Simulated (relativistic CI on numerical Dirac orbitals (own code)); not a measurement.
# Ru²⁺: 4s photoemission multiplets

Aim: the 4s photoemission spectrum of Ru²⁺ in 3 surroundings, from the same atomic integrals.

Program: relativistic CI on numerical Dirac orbitals (own code) version 1. Level of theory: Dirac-Coulomb-Breit CI, KLI orbitals optimised for each configuration, model QED (radiative potential, 1s self-energy scaled to tabulated hydrogen-like ionisation energies), valence Slater integrals scaled by 0.8, multiplet model of photoemission in the sudden approximation in a parametric crystal field. These are calculated values, not measurements, unless marked.

## Step 1: What is computed

| Property | Result |
| --- | --- |
| ion | Ru²⁺ (Ru III) |
| nuclear charge | 44 |
| electrons | 42 |
| configurations | [Kr] 4d6 → [Ar] 3d10 4s 4p6 4d6 |
| temperature | 300 K |
| widths | Lorentz 2.8 eV, Gauss 0.6 eV |
| surrounding 1 | Oh, 10Dq = 29600 cm⁻¹ |
| surrounding 2 | Oh, 10Dq = 37900 cm⁻¹ |
| surrounding 3 | Oh, 10Dq = 46200 cm⁻¹ |

## Step 2: Surrounding 1: Oh, 10Dq = 29600

Input settings:

```ini
atom Ru  Z=44  charge=2  electrons=42
nucleus A=102  rms_radius_fm=4.4809
hamiltonian dirac-coulomb  breit=on  qed=on  c_scale=1
orbitals kli  potential=per-configuration
slater_scale 0.8
correlation none
mixing on
configurations
  [Kr] 4d6
  [Ar] 3d10 4s 4p6 4d6
end
photoemission 4s T=300 lorentz=2.8 gauss=0.6
crystal_field Oh 10Dq=29600
```

## Step 3: Surrounding 2: Oh, 10Dq = 37900

Changes to the settings of step 2:

```diff
@@ -12,2 +12,2 @@
 photoemission 4s T=300 lorentz=2.8 gauss=0.6
-crystal_field Oh 10Dq=29600
+crystal_field Oh 10Dq=37900
```

## Step 4: Surrounding 3: Oh, 10Dq = 46200

Changes to the settings of step 3:

```diff
@@ -12,2 +12,2 @@
 photoemission 4s T=300 lorentz=2.8 gauss=0.6
-crystal_field Oh 10Dq=37900
+crystal_field Oh 10Dq=46200
```

(Steps that only read results are left out.)

**Question.** What will these runs give? Wanted: highest peak, first run; ground spin.

**Answer**, as computed:

| surrounding | ground S | centroid (eV) | spread (eV) | up to four highest peaks (% of the highest), eV |
| --- | --- | --- | --- | --- |
| 1: Oh | 0.02 | 111.11 | 0.23 | 111.0 (100) |
| 2: Oh | 0.01 | 111.12 | 0.18 | 111.0 (100) |
| 3: Oh | 0.01 | 111.12 | 0.16 | 111.0 (100) |

```
                           quantity     value
            highest peak, first run  111.0 eV
ground spin (effective S from ⟨S²⟩)      0.02
```

What this shows: The highest peak stays in place, within the step of the energy grid, in all surroundings. Energies are those of the free ion without screening by ligands; binding energies in solids differ by tens of eV.
